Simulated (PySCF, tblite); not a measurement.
# C₆H₁₂NP: geometry, infrared bands and NMR shifts

Wanted: the infrared bands and NMR shifts of C₆H₁₂NP (`CNP1C=C(C)CC1`), by calculation.

Computed with tblite 0.8.0 and PySCF 2.14.0, with density-fitted response routines of our own, on a single molecule in the gas phase. Atoms are numbered from 0 throughout.

## (1) The starting structure

20 atoms, charge 0, multiplicity 1; geometry from: force field or distance geometry start.

Bonds of the start (Å): C0–N1 1.45, N1–P2 1.74, P2–C3 1.86, C3–C4 1.33, C4–C5 1.51, C4–C6 1.45, C6–C7 1.52, C7–P2 1.88, C0–H8 1.10, C0–H9 1.10, C0–H10 1.11, N1–H11 1.02, C3–H12 1.07, C5–H13 1.11, C5–H14 1.13, C5–H15 1.10, C6–H16 1.11, C6–H17 1.13, C7–H18 1.09, C7–H19 1.11.

## (2) Relaxing the molecule with GFN2-xTB

The job: settings as JSON, then the geometry in Å.

```
{"job": {"kind": "relax", "xc": "GFN2-xTB", "basis": "xTB"}, "charge": 0, "multiplicity": 1}
C      2.849700     0.092600     0.097900
N      2.288600     0.588200    -1.145600
P      0.569700     0.385200    -1.333400
C     -0.428200     1.149600     0.035100
C     -1.404500     0.286300     0.307400
C     -2.426400     0.574300     1.383200
C     -1.431400    -0.901400    -0.526800
C     -0.033800    -1.345800    -0.910800
H      2.856400    -1.006600     0.204600
H      3.896900     0.422000     0.149400
H      2.337500     0.596900     0.949500
H      2.594300     1.526500    -1.406000
H     -0.179800     2.086800     0.487700
H     -2.379000     1.645100     1.655500
H     -2.194100    -0.070200     2.278000
H     -3.441000     0.285700     1.058200
H     -2.048100    -0.806100    -1.441300
H     -1.907700    -1.757300     0.036200
H      0.532400    -1.751500    -0.067700
H     -0.056700    -1.989700    -1.813900
```

Started as:

```sh
$ OMP_NUM_THREADS=1 python probes_run.py task.json out
```

This one command runs all jobs of the session in turn.

**Question.** This job is followed by: GFN2-xTB harmonic vibrations, gas phase; GIAO PBE0/pcSseg-1 NMR shielding, non-relativistic, gas phase. What will the session give for the following? strongest single infrared mode (GFN2-xTB); zero-point energy (GFN2-xTB); 13C shifts against TMS (PBE0/pcSseg-1); 1H shifts against TMS (PBE0/pcSseg-1, means over atoms taken as alike); 15N shifts against NH3 (PBE0/pcSseg-1); 31P shifts against H3PO4 (PBE0/pcSseg-1).

As calculated:

```
                                                              quantity                                     value
                             strongest single infrared mode (GFN2-xTB)                       569 cm⁻¹, 89 km/mol
                                          zero-point energy (GFN2-xTB)                            105.6 kcal/mol
                                13C shifts against TMS (PBE0/pcSseg-1)  161.5, 135.2, 42.4, 32.2, 32.1, 22.6 ppm
1H shifts against TMS (PBE0/pcSseg-1, means over atoms taken as alike)    6.00, 2.59, 2.43, 2.03, 2.02, 0.84 ppm
                                15N shifts against NH3 (PBE0/pcSseg-1)                                  42.9 ppm
                              31P shifts against H3PO4 (PBE0/pcSseg-1)                                  60.0 ppm
```

In words: Relaxing lowered the energy by 0.914 eV in 128 steps; the close pair that moved most is C4–C6, from 1.452 to 1.503 Å. All 54 modes are real, so the xTB geometry is a minimum. The strongest single mode, at 569 cm⁻¹, is carried by H11, N1, P2. GFN2-xTB is a fitted tight-binding method: band positions and strengths are rough. Its intensities can rank the bands wrongly. H12 (hydrogen on an alkene CH) lies farthest downfield among hydrogen, at 6.00 ppm; a vinylic proton, deshielded by the sp2 carbon and the C=C anisotropy. At PBE0/pcSseg-1: Shielding is most anisotropic at C4 (span 217 ppm, paramagnetic term -237 ppm).
